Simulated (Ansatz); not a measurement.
VOs, space group Pm-3m: a comparison of functionals at one structure, run with Ansatz 0.2.0 through its Python package.

`xc_vos.py`
```python
"""One structure of VOs under several functionals."""

import warnings

import ansatz as az

warnings.simplefilter("ignore", az.DeckWarning)

structure = (
    az.Lattice.cubic(3.016574)
    .space_group(221)
    .atom("V", (0.0, 0.0, 0.0))
    .atom("Os", (0.5, 0.5, 0.5))
    .moments(V=2.0)
)

job = (
    structure.calculation()
    .pseudopotentials("paw")
    .basis(16 * az.Ha)
    .kpoints(10)
    .occupations("Fermi-Dirac", width=100 * az.meV)
    .spin(az.SpinTreatment.COLLINEAR)  # spin-polarised run
    .forces()
    .stress()  # GPa
)

rows = []
for value in ["pbesol", "blyp", "lda"]:
    report = job.functional(value).run().report
    rows.append((value, report["free_energy_ev"] / len(report["lattice"]["sites"]), report["n_iterations"], sum(report["stress_gpa"][i][i] for i in range(3)) / 3, max(abs(f) for row in report["forces_ev_ang"] for f in row), report["magnetization_mub"], report["n_kpoints"]))

print("  functional   F/atom (eV)    iterations       P (GPa)  max component (eV/A)  moment (muB)      k-points")
for row in rows:
    print(f"{str(row[0]):>12s}  {row[1]:12.5f}  {row[2]:12d}  {row[3]:12.3f}  {row[4]:20.4f}  {row[5]:12.3f}  {row[6]:12d}")
```

Which functional puts this cell under the lowest pressure, and which under the highest?

From lowest to highest: LDA (-14.1 GPa), PBEsol (-8.2 GPa) and BLYP (12.0 GPa). At a fixed cell a lower pressure usually means a smaller equilibrium volume, so LDA prefers the smallest cell and BLYP the largest.

The output:

```console
$ python xc_vos.py
RunWarning: the starting moments were not kept: the SCF closed with an absolute magnetisation of 2.2e-6 μB, where they sum to 2 μB in size (1 site). That is at most 0.1 of that sum. Measured as dr2_m measures the in/out step, that magnetisation stands 1.5e-12 eV from none, at or under the dr2_threshold of 1.0e-7 eV: [...]
  functional   F/atom (eV)    iterations       P (GPa)  max component (eV/A)  moment (muB)      k-points
      pbesol   -7068.40524            13        -8.165                0.0000         0.000            56
        blyp   -7164.43127            14        11.984                0.0000        -0.000            56
         lda   -6989.67857            14       -14.124                0.0000        -0.000            56
```
(Warnings from the package without file and line, shortened, repeats left out.)

Caveats:
- The SCF didn't keep the moments it started from (some shrank, vanished or turned); what is printed is the state reached.
- BLYP can be off by several per cent in the lattices of metals, and by several GPa in the pressure at a fixed cell.
- For a metal this k-point mesh is coarse: on a finer one energies can move by several to tens of meV an atom and pressures by half a GPa or more, differences at one mesh by less.
- The overall sign of a collinear moment is arbitrary, and semilocal functionals can give small moments to compounds that are paramagnetic.
- Forces vanish by symmetry here and test nothing.
- Pressure is positive in compression.
- Spin-orbit coupling, which matters for elements this heavy, is left out.
- This cell is a computed structure, which may not be the phase found in nature.
- Total energies of different functionals can't be compared; pressures, moments and gaps at this one structure can.
- The script silences the warnings on its input, which a real study should read.
- Run time: 25 s on 1 thread of Intel(R) Xeon(R) Processor @ 2.30GHz, on a shared host, peak memory 0.54 GiB.
